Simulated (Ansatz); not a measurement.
# SnH4 (triplet): wave-function methods side by side, def2-SVPD

An exercise on one series of results from a longer session: the logs are not shown, and one member is left open.

Method: def2-SVPD, core rule «outside noble gas», up to 9 orbitals frozen; program: Ansatz 0.2.0, Gaussian basis.

To be run: UHF; CCSD(T) on ROHF; CCSD(T) on UHF; BCCD(T) on ROHF; CISD as a restricted active space (open shells left free, so some higher excitations enter); CCSDT(Q) on ROHF; CCSDT(Q) on UHF; CASSCF and MRCISD+Q, 8 electrons in 8 orbitals; CASSCF and NEVPT2, 8 electrons in 8 orbitals.

34 further runs of the same task are left out: 10 for a known fault of the program, 9 that didn't finish, 15 set aside as unsound or not needed. Runs told in other sessions of the task aren't counted.

## What is computed

The geometry is a PBE0/def2-TZVPD stationary point (not a proven minimum) of the parent state, kept for this charge and spin. No spin-orbit coupling is included. Elements past krypton take def2 core potentials.

5 atoms, charge 0, spin multiplicity 3.

Atoms are counted from 1 here; the program's logs count them from 0.

Bond lengths: Sn1–H2 1.755 Å, Sn1–H3 1.755 Å, Sn1–H4 1.755 Å, Sn1–H5 1.755 Å. Angles: H2–Sn1–H3 109.5°, H2–Sn1–H4 109.5°, H2–Sn1–H5 109.5°, H3–Sn1–H4 109.5°, H3–Sn1–H5 109.5°, H4–Sn1–H5 109.5°.

Set-up of the first run:

The input, in.yaml:

```yaml
crystal:
  periodic: [false, false, false]
  atoms:
    - {symbol: Sn, position_ang: [0.000000, 0.000000, 0.000000]}
    - {symbol: H, position_ang: [1.011902, 1.015702, 1.012898]}
    - {symbol: H, position_ang: [-1.014802, -1.011602, 1.014099]}
    - {symbol: H, position_ang: [-1.012200, 1.011298, -1.016999]}
    - {symbol: H, position_ang: [1.015100, -1.015398, -1.009999]}
basis:
  gaussian: {orbitals: def2-SVPD}
magnetization: {spin_polarized: true, initial_magnetization: 2}
hamiltonian: {xc: hf}
output: {orbitals: {seedname: orbitals}}
```

Started as:

```
> ansatz run in.yaml --threads 1 --pin off --events-out ev --progress --plain --max-ram 2393MiB
```

Among the steps run: UHF; CCSD(T) on ROHF; CCSD(T) on UHF; BCCD(T) on ROHF; CISD as a restricted active space (open shells left free, so some higher excitations enter); CCSDT(Q) on ROHF; CCSDT(Q) on UHF; CASSCF and MRCISD+Q, 8 electrons in 8 orbitals; CASSCF and NEVPT2, 8 electrons in 8 orbitals.

One table of the session follows, with a row left open; its other results are not shown here.

It belongs to the step «Misses and costs». 

```
          method  from RCCSDT(Q) (kJ/mol)
            ROHF                   +358.1
             UHF                   +353.3
            RMP2                    +95.1
            UMP2                    +94.9
           RCCSD                    +17.6
           UCCSD                    +17.0
        RCCSD(T)                     +7.1
        UCCSD(T)                     +6.6
         BCCD(T)                     +7.0
          RCCSDT                     +1.0
          UCCSDT                     +0.5
       RCCSDT(Q)                        0
       UCCSDT(Q)                     -0.5
  CASSCF valence                   +220.2
  NEVPT2 valence                    +72.3
  MRCISD valence                        ?
MRCISD+Q valence                     +7.9
```

Q: Estimate the row for MRCISD valence from the others.

**Answer.** from RCCSDT(Q) (kJ/mol): +18.8. In the column «from RCCSDT(Q) (kJ/mol)» it lies between RCCSD (+17.6) and NEVPT2 valence (+72.3).

Not comparable, so not listed: CISD as a restricted active space (open shells left free, so some higher excitations enter) (they don't share determinant, frozen orbitals or solution with the rows shown, or repeat one).

Caveats from the session: Restricted and unrestricted rows rest on different reference determinants; a gap between their highest levels can come from leftover correlation error, from unlike frozen cores or from another state.
